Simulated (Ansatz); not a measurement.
# CH7PSSi: a ladder of functionals and wavefunction methods

How much do the methods differ for CH7PSSi? The plan is to run it at one geometry with functionals of several rungs and with coupled cluster, and see how far each lands from CCSD(T) at the basis-set limit for the atomisation energy.

The runs use Ansatz 0.2.0, Gaussian basis; functionals in def2-TZVPP, the program's frozen cores in correlated methods.

Levels to be run: LDA (SPW92), PBE-D4, revPBE-D4, BLYP-D4, r2SCAN-D4, B97M-V, PBE0-D4, B3LYP-D4, r2SCANh-D4, r2SCAN0-D4, HSE06-D4, BHLYP-D4, CAM-B3LYP-D4, LC-ωPBE, ωB97X-V, ωB97M-V, B2PLYP, PBE-QIDH; CCSD(T)/def2-SVP; CCSD(T)/def2-TZVPP; MP2/def2-QZVPP; extrapolation to the limit; RPA on PBE.

### Step 1. The relaxed structure

An earlier PBE0-D4 in a triple-zeta def2 set relaxation fixed the geometry.

SMILES `C[SiH2]SP`, 11 atoms, charge 0, spin multiplicity 1.

Atoms are counted from 1 here; the program's logs count them from 0.

Bond lengths: C1–Si2 1.864 Å, C1–H5 1.092 Å, C1–H6 1.092 Å, C1–H7 1.093 Å, Si2–S3 2.141 Å, Si2–H8 1.488 Å, Si2–H9 1.488 Å, S3–P4 2.118 Å, P4–H10 1.423 Å, P4–H11 1.423 Å. Angles: Si2–C1–H5 110.9°, Si2–C1–H6 110.9°, Si2–C1–H7 110.0°, H5–C1–H6 108.5°, H5–C1–H7 108.2°, H6–C1–H7 108.2°, C1–Si2–S3 108.9°, C1–Si2–H8 111.4°, C1–Si2–H9 111.4°, S3–Si2–H8 108.6°, S3–Si2–H9 108.6°, H8–Si2–H9 108.0°, Si2–S3–P4 99.9°, S3–P4–H10 99.1°, S3–P4–H11 99.1°, H10–P4–H11 92.9°.

Geometry (Å):

```xyz
11
charge 0, multiplicity 1
C    -0.9062    1.8194    0.1425
Si    0.1871    0.3104    0.0936
S    -0.9984   -1.3855   -0.4561
P     0.4851   -2.8960   -0.4178
H    -1.7067    1.6965    0.8750
H    -1.3570    2.0057   -0.8345
H    -0.3191    2.6983    0.4215
H     1.2822    0.4662   -0.9021
H     0.8058    0.0458    1.4209
H     1.5037   -2.2306   -1.1552
H     1.0890   -2.5872    0.8327
```

### Step 2. LDA

This LDA is Slater exchange with PW92 correlation.

File in.yaml:

```yaml
crystal:
  periodic: [false, false, false]
  atoms:
    - {symbol: C, position_ang: [-0.906250, 1.819417, 0.142511]}
    - {symbol: Si, position_ang: [0.187084, 0.310430, 0.093558]}
    - {symbol: S, position_ang: [-0.998435, -1.385534, -0.456098]}
    - {symbol: P, position_ang: [0.485103, -2.896025, -0.417844]}
    - {symbol: H, position_ang: [-1.706706, 1.696547, 0.874983]}
    - {symbol: H, position_ang: [-1.357005, 2.005664, -0.834458]}
    - {symbol: H, position_ang: [-0.319062, 2.698317, 0.421547]}
    - {symbol: H, position_ang: [1.282154, 0.466193, -0.902088]}
    - {symbol: H, position_ang: [0.805796, 0.045817, 1.420907]}
    - {symbol: H, position_ang: [1.503692, -2.230633, -1.155248]}
    - {symbol: H, position_ang: [1.089031, -2.587192, 0.832729]}
basis:
  gaussian: {orbitals: def2-TZVPP}
hamiltonian: {xc: lda}
output: {orbitals: {seedname: orbitals}}
```

The runs that follow: PBE-D4 (GGA); revPBE-D4 (GGA); BLYP-D4 (GGA); r2SCAN-D4 (meta-GGA); B97M-V (meta-GGA); PBE0-D4 (hybrid); B3LYP-D4 (hybrid); r2SCANh-D4 (hybrid); r2SCAN0-D4 (hybrid); HSE06-D4 (hybrid); BHLYP-D4 (hybrid); CAM-B3LYP-D4 (range-separated); LC-ωPBE (range-separated); ωB97X-V (range-separated); ωB97M-V (range-separated); B2PLYP (double hybrid); PBE-QIDH (double hybrid); CCSD(T) in def2-SVP; CCSD(T) in def2-TZVPP; MP2 in def2-QZVPP; RPA on PBE orbitals.

Q: Predict the results of all the runs planned. Wanted: atomisation energy, CCSD(T)/CBS; farthest beyond LDA; mean size of error, GGA; mean size of error, meta-GGA; mean size of error, hybrid; mean size of error, range-separated; mean size of error, double hybrid; gap, smallest and largest; T1 diagnostic.

The runs gave:

```
                               quantity                                                             value
        atomisation energy, CCSD(T)/CBS                                                    842.7 kcal/mol
functionals within 4.2 kcal/mol (0.5 %)  r2SCAN-D4, PBE0-D4, B3LYP-D4, r2SCANh-D4, HSE06-D4, CAM-B3LYP-D4
                    farthest beyond LDA                                         BHLYP-D4 (-13.4 kcal/mol)
                mean size of error, GGA                                                      6.2 kcal/mol
           mean size of error, meta-GGA                                                      5.6 kcal/mol
             mean size of error, hybrid                                                      4.4 kcal/mol
    mean size of error, range-separated                                                      7.4 kcal/mol
      mean size of error, double hybrid                                                     10.9 kcal/mol
              gap, smallest and largest                         4.64 eV (LDA (SPW92)), 11.81 eV (LC-ωPBE)
                          T1 diagnostic                                                            0.0119
triples share of the correlation energy                                                             4.1 %
```

**Reading.** LDA overbinds by 105.8 kcal/mol (13 %). PBE-D4 misses by +5.0 kcal/mol. Double hybrids carry the basis error of their MP2 part in triple zeta, and no dispersion term here, so their miss is partly the set-up's. Taken by rung, hybrid functionals do best (4.4 kcal/mol on average) and double hybrid ones worst beyond LDA (10.9 kcal/mol). The gap between the best rungs is small, so their order is not settled. Misses under about 4.2 kcal/mol are within the doubt on the reference itself, which lacks core-valence correlation, relativity and higher excitations. Hartree-Fock recovers 73 % of the binding; the rest is correlation. CCSD(T) in def2-SVP is off by -65.7 kcal/mol, so the small basis spoils what the method gains. Orbital gaps span 4.6 to 11.8 eV; exact exchange widens them.
